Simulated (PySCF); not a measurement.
# C6H11AsBNO: the cost of one run

Programs: PySCF 2.14.0, with density-fitted response routines of our own. Each step states its level of theory. These are calculated values for one molecule, in the gas phase or a continuum, unless marked as measured. Atoms count from 0, in the outputs and in this text.

## Step 1: The starting structure

21 atoms, charge 0, multiplicity 1; geometry from: GFN2-xTB.

Bonds of the start (Å): C0–C1 1.53, C1–C2 1.49, C2–C3 1.42, C3–C4 1.36, C4–O5 1.34, O5–C6 1.37, C6–B7 1.55, B7–N8 1.39, B7–As9 2.03, C6–C2 1.38, C0–H10 1.09, C0–H11 1.09, C0–H12 1.09, C1–H13 1.09, C1–H14 1.10, C3–H15 1.07, C4–H16 1.07, N8–H17 1.01, N8–H18 1.01, As9–H19 1.51, As9–H20 1.50.

## Step 2: Relaxing the molecule at PBE0-D3(BJ)/def2-SVP

What the job is given:

```
{"job": {"xc": "PBE0", "basis": "def2-SVP", "d3": "d3bj", "grid": 1, "kind": "geom"}, "charge": 0, "multiplicity": 1}
C      2.007715    -1.469905    -0.451436
C      1.470198    -0.716431     0.765393
C      0.819866     0.560043     0.350447
C      1.511174     1.773437     0.108650
C      0.570273     2.672996    -0.284705
O     -0.641838     2.112288    -0.303771
C     -0.513247     0.803842     0.082463
B     -1.795954    -0.065494     0.146398
N     -2.989713     0.581884    -0.131723
As    -1.799245    -2.030287     0.652168
H      1.185806    -1.757524    -1.105616
H      2.692441    -0.840094    -1.015774
H      2.535828    -2.368133    -0.140485
H      2.296432    -0.491996     1.443710
H      0.752982    -1.353213     1.295163
H      2.562828     1.945548     0.219706
H      0.640330     3.705785    -0.567929
H     -3.039006     1.560649    -0.366643
H     -3.891220     0.132091    -0.116825
H     -3.176931    -2.275753     0.080846
H     -1.207639    -2.462789    -0.660507
```

Run with:

```console
> OMP_NUM_THREADS=1 python probes_run.py task.json out
```

One launch serves the whole session: the jobs run in the order shown.

**Question.** How long does this first job take on 1 thread of Arm Neoverse V1, shared host, and how much memory does it need?

About 4.7 min, with a peak of 0.96 GiB.
